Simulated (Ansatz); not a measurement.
# C4H12Sn: how energies converge with the basis set

How large a basis does C4H12Sn need? Two functionals are run in growing sets.

The runs use Ansatz 0.2.0, Gaussian basis; one geometry, several basis sets.

Levels to be run: PBE0-D4/def2-SVP; ωB97M-V/def2-SVP; PBE0-D4/def2-QZVPP; ωB97M-V/def2-QZVPP; the functionals' def2-TZVPP values are taken from earlier runs.

**1. Structure used throughout**

All runs share one geometry, relaxed beforehand with PBE0-D4 in a triple-zeta def2 set. Sn takes the def2 core potential; no spin-orbit term is included.

SMILES `C[CH2][SnH2][CH2]C`, 17 atoms, charge 0, spin multiplicity 1.

Atoms are counted from 1 here; the program's logs count them from 0.

Bond lengths: C1–C2 1.522 Å, C1–H6 1.095 Å, C1–H7 1.093 Å, C1–H8 1.094 Å, C2–Sn3 2.154 Å, C2–H9 1.093 Å, C2–H10 1.093 Å, Sn3–C4 2.154 Å, Sn3–H11 1.717 Å, Sn3–H12 1.717 Å, C4–C5 1.522 Å, C4–H13 1.093 Å, C4–H14 1.093 Å, C5–H15 1.095 Å, C5–H16 1.093 Å, C5–H17 1.094 Å. Angles: C2–C1–H6 111.6°, C2–C1–H7 111.7°, C2–C1–H8 111.8°, H6–C1–H7 107.2°, H6–C1–H8 107.1°, H7–C1–H8 107.1°, C1–C2–Sn3 112.8°, C1–C2–H9 111.0°, C1–C2–H10 110.9°, Sn3–C2–H9 107.8°, Sn3–C2–H10 107.3°, H9–C2–H10 106.6°, C2–Sn3–C4 108.6°, C2–Sn3–H11 110.2°, C2–Sn3–H12 109.5°, C4–Sn3–H11 109.5°, C4–Sn3–H12 110.3°, H11–Sn3–H12 108.7° and more.

**2. PBE0-D4 in def2-SVP**

File in.yaml:

```yaml
crystal:
  periodic: [false, false, false]
  atoms:
    - {symbol: C, position_ang: [0.714369, 1.246426, -1.723680]}
    - {symbol: C, position_ang: [1.398986, 0.991536, -0.388373]}
    - {symbol: Sn, position_ang: [1.015826, -0.983477, 0.382326]}
    - {symbol: C, position_ang: [-1.115884, -1.270684, 0.505040]}
    - {symbol: C, position_ang: [-1.810933, -0.186115, 1.315817]}
    - {symbol: H, position_ang: [0.914188, 2.257163, -2.093174]}
    - {symbol: H, position_ang: [1.055301, 0.547754, -2.492605]}
    - {symbol: H, position_ang: [-0.371566, 1.139607, -1.649596]}
    - {symbol: H, position_ang: [2.481532, 1.113463, -0.472837]}
    - {symbol: H, position_ang: [1.061934, 1.706892, 0.366491]}
    - {symbol: H, position_ang: [1.708414, -1.156703, 1.943464]}
    - {symbol: H, position_ang: [1.713822, -2.152253, -0.663437]}
    - {symbol: H, position_ang: [-1.500393, -1.300884, -0.517878]}
    - {symbol: H, position_ang: [-1.295883, -2.258646, 0.935677]}
    - {symbol: H, position_ang: [-2.892819, -0.346137, 1.359994]}
    - {symbol: H, position_ang: [-1.446342, -0.155250, 2.346238]}
    - {symbol: H, position_ang: [-1.649650, 0.806907, 0.886834]}
basis:
  gaussian: {orbitals: def2-SVP}
hamiltonian: {xc: pbe0, dispersion: d4}
output: {orbitals: {seedname: orbitals}}
```

Command:

```sh
ansatz run in.yaml --threads 4 --pin off --events-out ev --progress --plain --max-ram 11315MiB
```

After this run come: ωB97M-V in def2-SVP; PBE0-D4 in def2-QZVPP; ωB97M-V in def2-QZVPP.

**Question.** What will the summary of the whole plan be? Wanted: PBE0-D4: double and triple zeta above quadruple; ωB97M-V: double and triple zeta above quadruple.

As calculated:

```
                                       quantity          value
PBE0-D4: double and triple zeta above quadruple  5.33, 0.31 eV
ωB97M-V: double and triple zeta above quadruple  5.70, 0.31 eV
```

What this shows: PBE0-D4 gains 5.02 eV from double to triple zeta, then 0.31 eV more. Total energies overstate the basis error of differences, where much of it tends to cancel. The LUMO of ωB97M-V is positive and keeps falling with the basis (2.70 to 1.32 eV): an unbound level that the basis holds in place.
